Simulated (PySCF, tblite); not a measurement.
# boric acid (BH3O3): dynamics, then NMR shifts and electronic excitations on frames

How do NMR shifts and electronic excitations of boric acid (BH3O3) (`OB(O)O`) change as the atoms move?

Computed with tblite 0.8.0 and PySCF 2.14.0, with density-fitted response routines of our own, on a single molecule in the gas phase. Atoms are numbered from 0 throughout.

## Step 1: The molecule as given

7 atoms, charge 0, multiplicity 1; geometry from: GFN2-xTB.

Bonds of the start (Å): O0–B1 1.37, B1–O2 1.36, B1–O3 1.35, O0–H4 0.96, O2–H5 0.96, O3–H6 0.96.

## Step 2: Thermal motion with GFN2-xTB

Job settings and geometry (Å):

```
{"job": {"kind": "md", "xc": "GFN2-xTB", "basis": "xTB", "temperature": 400, "steps": 2000, "every": 50, "frames": 5}, "charge": 0, "multiplicity": 1}
O      0.942827    -0.688134    -0.108925
B     -0.234540     0.005827     0.015831
O     -0.318215     1.359245     0.075171
O     -1.385691    -0.695463     0.084959
H      1.750357    -0.179514    -0.156521
H      0.503321     1.844734     0.025123
H     -1.254727    -1.641791     0.037285
```

Level: GFN2-xTB Langevin dynamics, gas phase.

On the command line:

```console
> OMP_NUM_THREADS=1 python probes_run.py task.json out
```

One launch serves the whole session: the jobs run in the order shown.

The program printed:

```text
t/fs     T/K      E/eV
    0.0   323.6   -410.41929
   25.0   148.1   -410.11854
   50.0   235.1   -410.13164
   75.0   348.6   -410.19359
  100.0   370.4   -410.23282
  125.0   458.8   -410.25628
  150.0   292.9   -410.19473
  175.0   238.5   -410.09335
  200.0   330.5   -410.24217
  225.0   369.1   -410.20478
  250.0   320.8   -410.10523
  275.0   469.8   -410.18907
  300.0   337.5   -410.14098
  325.0   461.0   -410.27386
  350.0   359.8   -410.22977
  375.0   383.8   -410.07044
  400.0   541.0   -410.08447
  425.0   382.7   -410.04147
  450.0   486.7   -410.27209
  475.0   248.8   -410.08489
  500.0   280.7   -410.22622
  525.0   434.7   -410.27093
  550.0   303.5   -410.14199
  575.0   428.6   -410.27200
  600.0   455.6   -410.20537
  625.0   345.5   -410.07599
  650.0   488.7   -410.24114
  675.0   186.0   -410.01588
  700.0   607.7   -410.25731
  725.0   215.8   -410.00860
  750.0   579.4   -410.20594
  775.0   294.2   -409.99009
  800.0   312.8   -410.03437
  825.0   415.8   -410.25392
  850.0   311.0   -410.13614
  875.0   414.3   -410.19154
  900.0   317.0   -410.12064
  925.0   383.8   -410.17530
  950.0   312.2   -410.05393
  975.0   625.8   -410.20667
 1000.0   598.3   -410.16878
```

It took 4 s on 1 thread of Intel Xeon Platinum 8488C, shared host; peak memory 0.18 GiB.

Distance from the start (root mean square after alignment): 0 fs 0.00 Å, 200 fs 0.11 Å, 400 fs 0.19 Å, 600 fs 0.08 Å, 800 fs 0.12 Å, 1000 fs 0.11 Å.

Positions (Å) and forces (eV/Å) at 1000 fs:

```xyz
7

O    -1.332   -0.004    0.069    0.097   -1.405    0.597
B    -1.754   -0.920    1.084    0.775    1.250   -0.264
O    -0.861   -1.474    1.917    0.448   -0.539    0.391
O    -3.029   -1.157    1.418   -1.519    0.470   -2.114
H    -0.382   -0.139   -0.092   -0.703    0.384    0.013
H     0.086   -1.335    1.872   -0.207    0.157   -0.185
H    -3.668   -0.910    0.678    1.109   -0.318    1.563
```

## Step 3: Shielding tensors: 250 fs, PBE0/pcSseg-1

Job settings and geometry (Å):

```
{"job": {"kind": "nmr", "xc": "PBE0", "basis": "pcSseg-1", "pop": false}, "charge": 0, "multiplicity": 1}
O      0.399000    -0.624900     0.262500
B     -0.968300    -0.388600     0.461500
O     -1.314100     0.913300     0.886900
O     -1.859500    -1.402500     0.282800
H      1.089600     0.015200     0.464700
H     -0.948800     1.663300     0.490900
H     -1.365200    -2.145000    -0.027000
```

With the program's defaults for keys left out, this is: GIAO PBE0/pcSseg-1 NMR shielding, non-relativistic, gas phase.

The program printed:

```text
coarse grid: 6208 points
cycle   1  E = -251.9498668187  dE =  5.622e-01  |g| = 1.015e+00  |ddm| = 2.177e+00
cycle   2  E = -251.8275114423  dE =  1.224e-01  |g| = 1.330e+00  |ddm| = 1.133e+00
cycle   3  E = -252.1270853518  dE = -2.996e-01  |g| = 4.592e-02  |ddm| = 6.539e-01
cycle   4  E = -252.1274372316  dE = -3.519e-04  |g| = 1.932e-02  |ddm| = 3.724e-02
cycle   5  E = -252.1274939883  dE = -5.676e-05  |g| = 8.314e-03  |ddm| = 1.348e-02
cycle   6  E = -252.1275053129  dE = -1.132e-05  |g| = 1.627e-03  |ddm| = 4.583e-03
cycle   7  E = -252.1275057915  dE = -4.786e-07  |g| = 2.096e-04  |ddm| = 1.021e-03
final grid: 60952 points
cycle   8  E = -252.1769478215  dE = -2.356e-05  |g| = 6.193e-03  |ddm| = 1.137e-02
cycle   9  E = -252.1769434397  dE =  4.382e-06  |g| = 8.045e-03  |ddm| = 6.203e-03
cycle  10  E = -252.1769539959  dE = -1.056e-05  |g| = 2.790e-04  |ddm| = 3.572e-03
cycle  11  E = -252.1769540059  dE = -1.002e-08  |g| = 1.755e-04  |ddm| = 2.690e-04
cycle  12  E = -252.1769540110  dE = -5.064e-09  |g| = 4.922e-05  |ddm| = 9.894e-05
cycle  13  E = -252.1769540114  dE = -4.243e-10  |g| = 5.959e-06  |ddm| = 2.944e-05
converged SCF energy = -252.1769540114

GIAO shielding tensors (ppm)
atom      isotropic    diamagn.    paramagn.     s11        s22        s33       span
  0 O      233.794     391.983    -158.190    163.259    244.755    293.367    130.108
  1 B       80.810     196.836    -116.026     69.053     85.202     88.174     19.121
  2 O      273.650     387.295    -113.645    205.198    297.921    317.831    112.632
  3 O      252.933     385.866    -132.932    169.249    290.344    299.207    129.958
  4 H       28.109      32.997      -4.888     22.561     23.477     38.290     15.729
  5 H       30.333      34.269      -3.936     23.640     24.893     42.467     18.827
  6 H       28.618      32.073      -3.455     21.700     25.761     38.392     16.692
```

Wall time 2.9 s (1 thread of Intel Xeon Platinum 8488C, shared host); peak memory 0.38 GiB.

The references, computed at this level on geometries of the same kind, shield at (ppm): 1H TMS 31.72, 17O H2O 336.1, 11B BF3·OEt2 100.1. Their shielding less the atom's gives the shift. The references are single molecules in the gas phase, so shifts against H2O, NH3, PH3, H3PO4 or CFCl3 are not on the usual liquid scales and can be off by tens of ppm. Each atom is listed at this fixed geometry, with no averaging over motion; a spectrum would average atoms that exchange fast.

```tsv
atoms	environment	σ (ppm)	δ (ppm)
H4	hydrogen on an oxygen bonded to B	28.11	3.61
H6	hydrogen on an oxygen bonded to B	28.62	3.10
H5	hydrogen on an oxygen bonded to B	30.33	1.38
O0	oxygen bonded to B, H	233.8	102.3
O3	oxygen bonded to B, H	252.9	83.1
O2	oxygen bonded to B, H	273.6	62.4
B1	boron bonded to 3 O	80.8	19.3
```

## Step 4: Ultraviolet spectrum: 250 fs, PBE0/def2-SVPD

The job, as its differences from that of step 3:

```diff
@@ -1,2 +1,2 @@
-{"job": {"kind": "nmr", "xc": "PBE0", "basis": "pcSseg-1", "pop": false}, "charge": 0, "multiplicity": 1}
+{"job": {"kind": "uv", "xc": "PBE0", "basis": "def2-SVPD", "nstates": 5, "ntriplets": 0}, "charge": 0, "multiplicity": 1}
 O      0.399000    -0.624900     0.262500
```

Method: TDDFT PBE0/def2-SVPD, vertical, gas phase, core orbitals frozen in the response.

The program printed:

```text
coarse grid: 6208 points
cycle   1  E = -251.8180563205  dE =  5.256e-01  |g| = 9.586e-01  |ddm| = 3.241e+00
cycle   2  E = -251.6577064609  dE =  1.603e-01  |g| = 1.338e+00  |ddm| = 1.819e+00
cycle   3  E = -251.9886793790  dE = -3.310e-01  |g| = 3.942e-02  |ddm| = 1.054e+00
cycle   4  E = -251.9889298029  dE = -2.504e-04  |g| = 1.716e-02  |ddm| = 5.023e-02
cycle   5  E = -251.9889725030  dE = -4.270e-05  |g| = 8.288e-03  |ddm| = 1.932e-02
cycle   6  E = -251.9889850119  dE = -1.251e-05  |g| = 1.032e-03  |ddm| = 6.364e-03
cycle   7  E = -251.9889852298  dE = -2.179e-07  |g| = 2.778e-04  |ddm| = 1.359e-03
final grid: 60952 points
cycle   8  E = -252.0377727417  dE = -2.420e-05  |g| = 5.751e-03  |ddm| = 4.181e-02
cycle   9  E = -252.0377680202  dE =  4.722e-06  |g| = 7.734e-03  |ddm| = 1.040e-02
cycle  10  E = -252.0377787135  dE = -1.069e-05  |g| = 2.569e-04  |ddm| = 5.891e-03
cycle  11  E = -252.0377787256  dE = -1.212e-08  |g| = 1.194e-04  |ddm| = 4.129e-04
cycle  12  E = -252.0377787282  dE = -2.563e-09  |g| = 4.721e-05  |ddm| = 1.332e-04
cycle  13  E = -252.0377787286  dE = -3.955e-10  |g| = 9.029e-06  |ddm| = 3.921e-05
converged SCF energy = -252.0377787286

Static polarisability (au): isotropic 28.055, principal 22.627 29.359 32.181

Singlet excitations
state   eV       nm        f      main configurations
  1   7.4288    166.9   0.02345   H->L 0.97
  2   7.8290    158.4   0.00664   H-1->L 0.96
  3   8.2291    150.7   0.01472   H-2->L 0.95
  4   8.8549    140.0   0.00746   H->L+2 0.55, H->L+3 0.35
  5   8.9125    139.1   0.00643   H->L+1 0.91
```

It took 4.1 s on 1 thread of Intel Xeon Platinum 8488C, shared host; peak memory 0.47 GiB.

The orbitals next to the gap, with their largest atomic shares:

```tsv
orbital	eV	atoms
HOMO−3	-11.09	O3 58 %, O0 20 %, O2 7 %
HOMO−2	-9.83	O2 44 %, O3 28 %, O0 13 %
HOMO−1	-9.50	O0 58 %, O3 23 %, B1 7 %
HOMO	-9.07	O2 62 %, O0 24 %, B1 5 %
LUMO	-0.28	B1 48 %, O0 13 %, O2 11 %
LUMO+1	1.01	O0 26 %, O3 25 %, H6 16 %
LUMO+2	1.38	O0 26 %, O2 26 %, H4 16 %
```

With each of the 5 states as a Gaussian band of 0.4 eV half-width at 1/e, the curve within the window shown has maxima at 166 nm (ε 1,100), 141 nm (ε 610) L/(mol cm). Beyond the last state computed it falls off for lack of states. The curve at chosen wavelengths:

| nm | ε (L/mol/cm) |
| --- | --- |
| 135 | 286 |
| 137 | 448 |
| 139 | 569 |
| 141 | 614 |
| 142 | 614 |
| 144 | 602 |
| 146 | 616 |
| 148 | 667 |
| 150 | 728 |
| 152 | 766 |
| 153 | 775 |
| 155 | 780 |
| 157 | 796 |
| 159 | 845 |
| 161 | 926 |
| 163 | 1014 |
| 164 | 1049 |
| 166 | 1078 |
| 168 | 1036 |
| 170 | 924 |
| 172 | 763 |
| 174 | 584 |
| 175 | 497 |
| 177 | 341 |
| 179 | 219 |
| 181 | 132 |

Ground-state properties from the same run:

```tsv
property	computed
dipole moment (D)	2.58
polarisability (Å³)	4.16
HOMO–LUMO gap (eV)	8.79
−ε(HOMO) (eV)	9.07
```

## Step 5: NMR shieldings: 425 fs, PBE0/pcSseg-1

Job settings and geometry (Å):

```
{"job": {"kind": "nmr", "xc": "PBE0", "basis": "pcSseg-1", "pop": false}, "charge": 0, "multiplicity": 1}
O     -0.568000    -0.490300    -0.342200
B     -1.501400    -0.911400     0.609600
O     -1.516500    -0.358100     1.880900
O     -2.153500    -2.038800     0.328200
H      0.085600     0.173200    -0.349600
H     -0.752400     0.273400     1.903600
H     -2.032500    -2.381000    -0.489800
```

Level: GIAO PBE0/pcSseg-1 NMR shielding, non-relativistic, gas phase.

The program printed:

```text
coarse grid: 6208 points
cycle   1  E = -251.9425591250  dE =  6.460e-01  |g| = 1.021e+00  |ddm| = 2.190e+00
cycle   2  E = -251.8240957744  dE =  1.185e-01  |g| = 1.326e+00  |ddm| = 1.165e+00
cycle   3  E = -252.1217444698  dE = -2.976e-01  |g| = 5.251e-02  |ddm| = 6.718e-01
cycle   4  E = -252.1220936851  dE = -3.492e-04  |g| = 3.100e-02  |ddm| = 4.113e-02
cycle   5  E = -252.1222456009  dE = -1.519e-04  |g| = 8.559e-03  |ddm| = 1.774e-02
cycle   6  E = -252.1222582633  dE = -1.266e-05  |g| = 1.287e-03  |ddm| = 5.082e-03
cycle   7  E = -252.1222585815  dE = -3.182e-07  |g| = 2.092e-04  |ddm| = 9.544e-04
final grid: 60952 points
cycle   8  E = -252.1736162257  dE = -2.685e-05  |g| = 6.532e-03  |ddm| = 1.195e-02
cycle   9  E = -252.1736115381  dE =  4.688e-06  |g| = 8.457e-03  |ddm| = 6.548e-03
cycle  10  E = -252.1736231315  dE = -1.159e-05  |g| = 3.668e-04  |ddm| = 3.784e-03
cycle  11  E = -252.1736231488  dE = -1.737e-08  |g| = 2.317e-04  |ddm| = 3.297e-04
cycle  12  E = -252.1736231575  dE = -8.689e-09  |g| = 5.336e-05  |ddm| = 1.223e-04
cycle  13  E = -252.1736231580  dE = -5.270e-10  |g| = 5.820e-06  |ddm| = 3.533e-05
converged SCF energy = -252.1736231580

GIAO shielding tensors (ppm)
atom      isotropic    diamagn.    paramagn.     s11        s22        s33       span
  0 O      264.442     393.380    -128.938    208.766    271.309    313.252    104.486
  1 B       83.449     197.376    -113.927     68.109     87.487     94.752     26.642
  2 O      232.281     388.511    -156.231    172.456    247.707    276.679    104.224
  3 O      268.563     383.097    -114.535    189.353    302.497    313.838    124.485
  4 H       29.443      35.588      -6.145     23.224     23.352     41.753     18.529
  5 H       28.413      32.192      -3.779     21.785     26.615     36.839     15.054
  6 H       30.278      35.226      -4.948     23.361     25.788     41.686     18.325
```

It took 2.6 s on 1 thread of Intel Xeon Platinum 8488C, shared host; peak memory 0.39 GiB.

Key values: δ O2 103.8, O0 71.6, O3 67.5, B1 16.6, H5 3.30, H4 2.27 ppm.

## Step 6: TDDFT and polarisability: 425 fs, PBE0/def2-SVPD

The job, as its differences from that of step 5:

```diff
@@ -1,2 +1,2 @@
-{"job": {"kind": "nmr", "xc": "PBE0", "basis": "pcSseg-1", "pop": false}, "charge": 0, "multiplicity": 1}
+{"job": {"kind": "uv", "xc": "PBE0", "basis": "def2-SVPD", "nstates": 5, "ntriplets": 0}, "charge": 0, "multiplicity": 1}
 O     -0.568000    -0.490300    -0.342200
```

Level: TDDFT PBE0/def2-SVPD, vertical, gas phase, core orbitals frozen in the response.

The program printed:

```text
coarse grid: 6208 points
cycle   1  E = -251.8100848663  dE =  6.099e-01  |g| = 9.647e-01  |ddm| = 3.245e+00
cycle   2  E = -251.6506208841  dE =  1.595e-01  |g| = 1.340e+00  |ddm| = 1.906e+00
cycle   3  E = -251.9829997301  dE = -3.324e-01  |g| = 4.652e-02  |ddm| = 1.091e+00
cycle   4  E = -251.9832125430  dE = -2.128e-04  |g| = 3.307e-02  |ddm| = 6.005e-02
cycle   5  E = -251.9834045785  dE = -1.920e-04  |g| = 7.066e-03  |ddm| = 2.939e-02
cycle   6  E = -251.9834138130  dE = -9.235e-06  |g| = 9.197e-04  |ddm| = 6.614e-03
final grid: 60952 points
cycle   7  E = -252.0340765186  dE = -2.616e-05  |g| = 6.274e-03  |ddm| = 4.110e-02
cycle   8  E = -252.0340704388  dE =  6.080e-06  |g| = 8.601e-03  |ddm| = 1.118e-02
cycle   9  E = -252.0340835484  dE = -1.311e-05  |g| = 3.707e-04  |ddm| = 6.662e-03
cycle  10  E = -252.0340835644  dE = -1.600e-08  |g| = 2.507e-04  |ddm| = 4.723e-04
cycle  11  E = -252.0340835758  dE = -1.137e-08  |g| = 3.015e-05  |ddm| = 1.962e-04
cycle  12  E = -252.0340835760  dE = -1.866e-10  |g| = 7.380e-06  |ddm| = 4.120e-05
converged SCF energy = -252.0340835760

Static polarisability (au): isotropic 27.582, principal 22.215 28.966 31.563

Singlet excitations
state   eV       nm        f      main configurations
  1   7.5703    163.8   0.00101   H->L 0.93
  2   7.8396    158.2   0.00946   H-1->L 0.92
  3   7.9347    156.3   0.02909   H-2->L 0.95
  4   9.1030    136.2   0.03050   H-1->L+1 0.75, H-3->L 0.12
  5   9.1391    135.7   0.03456   H-3->L 0.45, H->L+1 0.33, H-1->L+1 0.12
```

It took 4.3 s on 1 thread of Intel Xeon Platinum 8488C, shared host; peak memory 0.47 GiB.

Key values: HOMO -9.41 eV, LUMO -0.38 eV; lowest singlet 7.57 eV.

## Step 7: Shielding tensors: 625 fs, PBE0/pcSseg-1

Job settings and geometry (Å):

```
{"job": {"kind": "nmr", "xc": "PBE0", "basis": "pcSseg-1", "pop": false}, "charge": 0, "multiplicity": 1}
O     -1.083800     0.215200    -0.688900
B     -1.511200    -0.656000     0.278300
O     -0.950300    -0.813400     1.547400
O     -2.572900    -1.342800    -0.152800
H     -0.381000     0.789600    -0.437100
H      0.023100    -0.561600     1.605000
H     -2.992200    -0.779700    -0.876400
```

With the program's defaults for keys left out, this is: GIAO PBE0/pcSseg-1 NMR shielding, non-relativistic, gas phase.

The program printed:

```text
coarse grid: 6208 points
cycle   1  E = -251.9476408785  dE =  5.818e-01  |g| = 1.012e+00  |ddm| = 2.175e+00
cycle   2  E = -251.8124534888  dE =  1.352e-01  |g| = 1.354e+00  |ddm| = 1.208e+00
cycle   3  E = -252.1283368677  dE = -3.159e-01  |g| = 6.003e-02  |ddm| = 7.079e-01
cycle   4  E = -252.1287267846  dE = -3.899e-04  |g| = 3.902e-02  |ddm| = 4.637e-02
cycle   5  E = -252.1289706196  dE = -2.438e-04  |g| = 7.801e-03  |ddm| = 2.090e-02
cycle   6  E = -252.1289812567  dE = -1.064e-05  |g| = 1.369e-03  |ddm| = 4.967e-03
cycle   7  E = -252.1289816130  dE = -3.563e-07  |g| = 3.197e-04  |ddm| = 1.059e-03
final grid: 60952 points
cycle   8  E = -252.1788645859  dE = -2.928e-05  |g| = 6.726e-03  |ddm| = 1.224e-02
cycle   9  E = -252.1788591799  dE =  5.406e-06  |g| = 8.816e-03  |ddm| = 6.812e-03
cycle  10  E = -252.1788718254  dE = -1.265e-05  |g| = 3.640e-04  |ddm| = 3.989e-03
cycle  11  E = -252.1788718438  dE = -1.837e-08  |g| = 2.290e-04  |ddm| = 3.441e-04
cycle  12  E = -252.1788718523  dE = -8.531e-09  |g| = 5.360e-05  |ddm| = 1.212e-04
cycle  13  E = -252.1788718529  dE = -5.255e-10  |g| = 7.820e-06  |ddm| = 3.647e-05
converged SCF energy = -252.1788718529

GIAO shielding tensors (ppm)
atom      isotropic    diamagn.    paramagn.     s11        s22        s33       span
  0 O      246.638     391.967    -145.328    182.741    253.134    304.040    121.299
  1 B       80.280     195.979    -115.699     69.241     84.412     87.187     17.947
  2 O      249.713     388.135    -138.422    197.323    264.312    287.502     90.179
  3 O      228.389     385.324    -156.935    161.670    247.868    275.629    113.958
  4 H       29.806      35.565      -5.760     23.324     25.128     40.966     17.642
  5 H       27.889      30.985      -3.096     21.678     24.197     37.791     16.113
  6 H       26.849      28.787      -1.938     20.386     25.250     34.910     14.523
```

Wall time 2.7 s (1 thread of Intel Xeon Platinum 8488C, shared host); peak memory 0.39 GiB.

In short: δ O3 107.7, O0 89.4, O2 86.4, B1 19.8, H6 4.87, H5 3.83 ppm.

## Step 8: Excited states and response: 625 fs, PBE0/def2-SVPD

The job, as its differences from that of step 7:

```diff
@@ -1,2 +1,2 @@
-{"job": {"kind": "nmr", "xc": "PBE0", "basis": "pcSseg-1", "pop": false}, "charge": 0, "multiplicity": 1}
+{"job": {"kind": "uv", "xc": "PBE0", "basis": "def2-SVPD", "nstates": 5, "ntriplets": 0}, "charge": 0, "multiplicity": 1}
 O     -1.083800     0.215200    -0.688900
```

Method: TDDFT PBE0/def2-SVPD, vertical, gas phase, core orbitals frozen in the response.

The program printed:

```text
coarse grid: 6208 points
cycle   1  E = -251.8134585955  dE =  5.481e-01  |g| = 9.580e-01  |ddm| = 3.206e+00
cycle   2  E = -251.6340190040  dE =  1.794e-01  |g| = 1.373e+00  |ddm| = 2.000e+00
cycle   3  E = -251.9878491770  dE = -3.538e-01  |g| = 5.641e-02  |ddm| = 1.178e+00
cycle   4  E = -251.9881082110  dE = -2.590e-04  |g| = 4.324e-02  |ddm| = 7.622e-02
cycle   5  E = -251.9884401929  dE = -3.320e-04  |g| = 6.536e-03  |ddm| = 3.546e-02
cycle   6  E = -251.9884481328  dE = -7.940e-06  |g| = 8.957e-04  |ddm| = 6.148e-03
final grid: 60952 points
cycle   7  E = -252.0376364020  dE = -2.852e-05  |g| = 6.360e-03  |ddm| = 4.086e-02
cycle   8  E = -252.0376296703  dE =  6.732e-06  |g| = 8.833e-03  |ddm| = 1.220e-02
cycle   9  E = -252.0376436283  dE = -1.396e-05  |g| = 3.399e-04  |ddm| = 6.919e-03
cycle  10  E = -252.0376436399  dE = -1.164e-08  |g| = 2.592e-04  |ddm| = 5.111e-04
cycle  11  E = -252.0376436522  dE = -1.221e-08  |g| = 3.337e-05  |ddm| = 2.044e-04
cycle  12  E = -252.0376436524  dE = -2.373e-10  |g| = 7.758e-06  |ddm| = 4.882e-05
converged SCF energy = -252.0376436524

Static polarisability (au): isotropic 28.126, principal 22.459 29.163 32.756

Singlet excitations
state   eV       nm        f      main configurations
  1   7.5615    164.0   0.00201   H->L 0.50, H-1->L 0.47
  2   7.6008    163.1   0.01504   H-1->L 0.50, H->L 0.46
  3   8.2523    150.2   0.01329   H-2->L 0.95
  4   8.7391    141.9   0.05166   H->L+1 0.57, H-3->L 0.33
  5   8.8261    140.5   0.01693   H-3->L 0.58, H->L+1 0.34
```

It took 3.8 s on 1 thread of Intel Xeon Platinum 8488C, shared host; peak memory 0.48 GiB.

Key values: HOMO -9.35 eV, LUMO -0.49 eV; lowest singlet 7.56 eV.

## Step 9: Shielding tensors: 800 fs, PBE0/pcSseg-1

Job settings and geometry (Å):

```
{"job": {"kind": "nmr", "xc": "PBE0", "basis": "pcSseg-1", "pop": false}, "charge": 0, "multiplicity": 1}
O     -1.507300     0.220200    -0.410700
B     -1.645800    -0.747800     0.615200
O     -0.823700    -1.128200     1.645500
O     -2.828800    -1.378500     0.665200
H     -0.671100     0.657100    -0.197500
H      0.195600    -0.913200     1.588300
H     -3.531900    -0.988900     0.108900
```

With the program's defaults for keys left out, this is: GIAO PBE0/pcSseg-1 NMR shielding, non-relativistic, gas phase.

The program printed:

```text
coarse grid: 6208 points
cycle   1  E = -251.9408010737  dE =  5.316e-01  |g| = 1.019e+00  |ddm| = 2.167e+00
cycle   2  E = -251.7840350233  dE =  1.568e-01  |g| = 1.400e+00  |ddm| = 1.250e+00
cycle   3  E = -252.1265180335  dE = -3.425e-01  |g| = 5.206e-02  |ddm| = 7.407e-01
cycle   4  E = -252.1268305144  dE = -3.125e-04  |g| = 3.359e-02  |ddm| = 4.255e-02
cycle   5  E = -252.1270085059  dE = -1.780e-04  |g| = 9.459e-03  |ddm| = 1.975e-02
cycle   6  E = -252.1270239481  dE = -1.544e-05  |g| = 1.496e-03  |ddm| = 5.604e-03
cycle   7  E = -252.1270243808  dE = -4.328e-07  |g| = 2.529e-04  |ddm| = 1.131e-03
final grid: 60952 points
cycle   8  E = -252.1770289573  dE = -2.496e-05  |g| = 7.162e-03  |ddm| = 1.134e-02
cycle   9  E = -252.1770218674  dE =  7.090e-06  |g| = 9.634e-03  |ddm| = 7.381e-03
cycle  10  E = -252.1770371129  dE = -1.525e-05  |g| = 4.146e-04  |ddm| = 4.407e-03
cycle  11  E = -252.1770371359  dE = -2.304e-08  |g| = 2.600e-04  |ddm| = 3.736e-04
cycle  12  E = -252.1770371471  dE = -1.118e-08  |g| = 5.626e-05  |ddm| = 1.371e-04
cycle  13  E = -252.1770371477  dE = -6.055e-10  |g| = 6.836e-06  |ddm| = 3.914e-05
converged SCF energy = -252.1770371477

GIAO shielding tensors (ppm)
atom      isotropic    diamagn.    paramagn.     s11        s22        s33       span
  0 O      249.406     391.857    -142.452    182.541    268.992    296.685    114.144
  1 B       80.353     192.053    -111.700     75.300     79.434     86.327     11.027
  2 O      233.744     387.997    -154.252    188.631    244.133    268.469     79.838
  3 O      238.237     382.978    -144.741    163.893    271.501    279.316    115.423
  4 H       29.433      34.914      -5.481     22.503     26.213     39.583     17.080
  5 H       26.831      29.171      -2.340     21.050     22.876     36.568     15.518
  6 H       27.770      29.365      -1.595     21.543     24.383     37.384     15.841
```

Wall time 2.6 s (1 thread of Intel Xeon Platinum 8488C, shared host); peak memory 0.39 GiB.

This run: δ O2 102.3, O3 97.8, O0 86.7, B1 19.7, H5 4.89, H6 3.95 ppm.

[end of part 1 of 2]
